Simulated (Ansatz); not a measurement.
# ZrC: the cost of one run

Method: DFT PBEsol, scalar-relativistic, plane waves, PAW, in Ansatz 0.2.0.

The COD entry's cell or inner coordinates are ideal or old and differ from later refinements, so a difference from it is no clean test against experiment.

2 further runs of the same task are left out: 2 set aside as unsound or not needed.

## Step 1: Starting point

It takes space group Fm-3m (No. 225, cubic). Conventional cell: a = 4.669 Å, b = 4.669 Å, c = 4.669 Å, α = 90.00°, β = 90.00°, γ = 90.00°. Zr (site symmetry m-3m) has 6 C at 2.33 Å as nearest neighbours. C (site symmetry m-3m) is surrounded by 6 Zr at 2.33 Å.

As a file:

```
CELL_PARAMETERS angstrom
0.00000 2.33456 2.33456
2.33456 0.00000 2.33456
2.33456 2.33456 0.00000
ATOMIC_POSITIONS crystal
Zr 0.50000 0.50000 0.50000
C 0.00000 0.00000 0.00000
```

It is the result of an earlier relaxation at this level (volume 12.72 Å³/atom; gap on the mesh: none (metal)).

## Step 2: Bands, states and charges

input.yaml

```yaml
crystal:
  lattice:
    - [0.0, 2.3345629488, 2.3345629488]
    - [2.3345629488, 0.0, 2.3345629488]
    - [2.3345629488, 2.3345629488, 0.0]
  atoms:
    - { symbol: Zr, position: [0.5, 0.5, 0.5] }
    - { symbol: C, position: [0.0, 0.0, 0.0] }
basis:
  ecutwfc: 420
kpoints:
  mp_grid: { grid: [16, 16, 16] }
  band_path:
    path:
      - [[0.0, 0.0, 0.0], [0.5, 0.0, 0.5], [0.625, 0.25, 0.625]]
      - [[0.375, 0.375, 0.75], [0.0, 0.0, 0.0], [0.5, 0.5, 0.5], [0.5, 0.25, 0.75], [0.5, 0.0, 0.5]]
    npoints: 14
hamiltonian:
  xc: pbesol
scf:
  occupations: { method: gaussian, width: 0.1 }
  n_extra_bands: 6
output:
  forces: true
  stress: true
  eigenvalues: true
  populations: true
  dos: { projected: true, de: 0.02, nscf_kmesh: { grid: [24, 24, 24] } }
  bader: true
  write_density: true
  write_potential: true
  elf: true
  volumetric_format: npy
```

Run with:

```sh
ansatz run input.yaml --threads 1 --pin off --max-ram 2560MiB --backend cpu --events-out ev --progress --plain --runs-dir out
```

Q: Estimate wall time and peak memory on 1 thread of Intel Xeon at 2.50GHz (Skylake/Cascade Lake), shared host.

About 35 s, with a peak of 0.38 GiB.
